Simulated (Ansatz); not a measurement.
# C₂H₃BOSe: one species, many methods

One table from this session's results is given with a row withheld; the runs are named, their logs left out.

Program: Ansatz 0.2.0, Gaussian basis. Level of theory: functionals in def2-TZVPP, the program's frozen cores in correlated methods. These are calculated values, not measurements.

The runs, in order: PBE-D4, r2SCAN-D4, PBE0-D4, B3LYP-D4, ωB97X-V, ωB97M-V, B2PLYP; CCSD(T)/def2-TZVPP; MP2/def2-QZVPP; extrapolation to the limit.

**The relaxed structure**

All runs share one geometry, relaxed beforehand with PBE0-D4 in a triple-zeta def2 set.

SMILES `C=C1OB1[SeH]`, 8 atoms, charge 0, spin multiplicity 1.

Atoms are counted from 1 here; the program's logs count them from 0.

Bond lengths: C1–C2 1.313 Å, C1–H6 1.082 Å, C1–H7 1.083 Å, C2–O3 1.438 Å, C2–B4 1.471 Å, O3–B4 1.361 Å, B4–Se5 1.902 Å, Se5–H8 1.471 Å. Angles: C2–C1–H6 119.4°, C2–C1–H7 121.7°, H6–C1–H7 119.0°, C1–C2–O3 131.0°, C1–C2–B4 173.2°, O3–C2–B4 55.8°, C2–O3–B4 63.3°, C2–B4–O3 60.9°, C2–B4–Se5 158.7°, O3–B4–Se5 140.4°, B4–Se5–H8 93.4°.

The first run:

The input, in.yaml:

```yaml
crystal:
  periodic: [false, false, false]
  atoms:
    - {symbol: C, position_ang: [0.271500, 1.747388, -0.581421]}
    - {symbol: C, position_ang: [0.087946, 0.511934, -0.177145]}
    - {symbol: O, position_ang: [0.993376, -0.427715, 0.427350]}
    - {symbol: B, position_ang: [-0.282803, -0.854216, 0.222295]}
    - {symbol: Se, position_ang: [-1.373354, -2.391054, 0.480497]}
    - {symbol: H, position_ang: [-0.555503, 2.291392, -1.017086]}
    - {symbol: H, position_ang: [1.232764, 2.238482, -0.490154]}
    - {symbol: H, position_ang: [-0.281826, -3.173310, 1.079862]}
basis:
  gaussian: {orbitals: def2-TZVPP}
hamiltonian: {xc: pbe, dispersion: d4}
output: {forces: true, orbitals: {seedname: orbitals}}
```

Run with:

```console
ansatz run in.yaml --threads 4 --pin off --events-out ev --progress --plain --max-ram 10444MiB
```

Steps of the session up to this table: PBE-D4 (GGA); r2SCAN-D4 (meta-GGA); PBE0-D4 (hybrid); B3LYP-D4 (hybrid); ωB97X-V (range-separated); ωB97M-V (range-separated); B2PLYP (double hybrid); CCSD(T) in def2-TZVPP; MP2 in def2-QZVPP.

One table of the session follows, with a row left open; its other results are not shown here.

| method | atomisation energy (kJ/mol) |
| --- | --- |
| PBE-D4 | 3406.3 |
| r2SCAN-D4 | 3304.8 |
| PBE0-D4 | 3302.2 |
| B3LYP-D4 | 3260.7 |
| ωB97X-V | 3263.3 |
| ωB97M-V | 3267.2 |
| B2PLYP | ? |
| HF/def2-TZVPP | 2270.1 |
| MP2/def2-TZVPP | 3269.8 |
| CCSD/def2-TZVPP | 3084.5 |
| CCSD(T)/def2-TZVPP | 3159.9 |
| MP2/CBS | 3358.6 |
| CCSD(T)/CBS | 3248.7 |

Estimate the missing values for B2PLYP.

As computed: atomisation energy (kJ/mol): 3232.3. In the column «atomisation energy (kJ/mol)» it lies between CCSD(T)/def2-TZVPP (3159.9) and CCSD(T)/CBS (3248.7).

Limits of these values: Free atoms (2 C, 1 O, 1 B, 1 Se, 3 H) were run apart at each level; the atomisation energy is their sum less the molecule, without zero-point or spin-orbit terms.
